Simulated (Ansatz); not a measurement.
# CH4BFO: the cost of one run

All numbers below are computed with Ansatz 0.2.0 (RKS PBE0/cc-pVDZ).

### 1 The system as given

Bond lengths: C1–O2 1.393 Å, O2–B3 1.446 Å, B3–F4 1.518 Å, C1–H5 1.090 Å, C1–H6 1.187 Å, C1–H7 1.108 Å, B3–H8 1.173 Å. Angles: C1–O2–B3 106.5°, O2–C1–H5 113.2°, O2–C1–H6 106.1°, O2–C1–H7 115.3°, H5–C1–H6 103.2°, H5–C1–H7 112.8°, H6–C1–H7 104.8°, O2–B3–F4 121.0°, O2–B3–H8 122.4°, F4–B3–H8 116.4°.

Structure file:

```xyz
8

C    -0.2047    0.9500   -0.0649
O    -0.7627   -0.2686   -0.4460
B     0.1183   -1.2999    0.0560
F     1.3100   -1.7747   -0.7561
H    -0.2120    1.1078    1.0134
H    -0.9410    1.7901   -0.4661
H     0.7740    1.1879   -0.5266
H     0.0101   -1.7496    1.1344
```

### 2 Relaxing end A

Input file input.yaml:

```yaml
crystal:
  periodic: [false, false, false]
  atoms:
    - { symbol: C, position_ang: [-0.2047, 0.95, -0.0649] }
    - { symbol: O, position_ang: [-0.7627, -0.2686, -0.446] }
    - { symbol: B, position_ang: [0.1183, -1.2999, 0.056] }
    - { symbol: F, position_ang: [1.31, -1.7747, -0.7561] }
    - { symbol: H, position_ang: [-0.212, 1.1078, 1.0134] }
    - { symbol: H, position_ang: [-0.941, 1.7901, -0.4661] }
    - { symbol: H, position_ang: [0.774, 1.1879, -0.5266] }
    - { symbol: H, position_ang: [0.0101, -1.7496, 1.1344] }
basis:
  gaussian: { orbitals: cc-pVDZ }
hamiltonian:
  xc: pbe0
relax:
  f_tol: 0.02
  max_steps: 50
output:
  orbitals: {}
```

Started as:

```sh
> ansatz run input.yaml --threads 1 --pin off --max-ram 2048MiB --backend cpu --events-out ev --progress --plain --runs-dir out
```

**Question.** How long does this run take on 1 thread of Arm Neoverse N1, shared host, and how much memory does it need?

About 69 s, with a peak of 0.15 GiB.
